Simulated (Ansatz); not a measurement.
# ScSi2O3: the cost of one run

Program: Ansatz 0.2.0. Level of theory: DFT PBE, scalar-relativistic, plane waves, PAW. These are calculated values, not measurements.

## 1. The structure to begin with

Symmetry: P-62m, No. 189, hexagonal system. Conventional cell: a = 4.212 Å, b = 4.212 Å, c = 5.705 Å, α = 90.00°, β = 90.00°, γ = 120.00°. Sc (site symmetry -62m) is surrounded by 6 O at 1.74 to 2.47 Å and 6 Si at 2.43 Å. Si (site symmetry -6) has 3 O at 1.27 Å as nearest neighbours. O (site symmetry m2m) is surrounded by 2 Si at 1.27 Å and 1 Sc at 1.74 Å.

Structure file:

```xyz
6
Lattice="4.2124 0.0000 0.0000 -2.1062 3.6481 0.0000 0.0000 0.0000 5.7046" Properties=species:S:1:pos:R:3 pbc="T T T"
Sc    0.0000    0.0000    2.8523
Si    0.0000    2.4321    2.8523
Si    2.1062    1.2160    2.8523
O     1.7443    0.0000    2.8523
O    -0.8722    1.5106    2.8523
O     1.2341    2.1375    2.8523
```

A structure generator made this guess: random cell by space group and Wyckoff sites (P-62m, No. 189). The dimensions are guesses.

## 2. A first look at the guess

File input.yaml:

```yaml
crystal:
  lattice:
    - [4.21244956, 0.0, 0.0]
    - [-2.10622478, 3.64808833, 0.0]
    - [0.0, 0.0, 5.70455187]
  atoms:
    - { symbol: Sc, position: [0.0, 0.0, 0.5] }
    - { symbol: Si, position: [0.33333333, 0.66666667, 0.5] }
    - { symbol: Si, position: [0.66666667, 0.33333333, 0.5] }
    - { symbol: O, position: [0.41408689, 0.0, 0.5] }
    - { symbol: O, position: [0.0, 0.41408689, 0.5] }
    - { symbol: O, position: [0.58591311, 0.58591311, 0.5] }
basis:
  ecutwfc: 420
kpoints:
  mp_grid: { grid: [6, 6, 4] }
hamiltonian:
  xc: pbe
scf:
  occupations: { method: gaussian, width: 0.1 }
  lower_state_search: "off"
output:
  forces: true
  stress: true
  eigenvalues: true
```

Command:

```
ansatz run input.yaml --threads 1 --pin off --max-ram 2560MiB --backend cpu --events-out ev --progress --plain --runs-dir out
```

**Question.** How long does this run take on 1 thread of Intel Xeon Platinum 8259CL at 2.50GHz (Skylake/Cascade Lake), shared host, and how much memory does it need?

About 5.7 s, with a peak of 0.36 GiB.
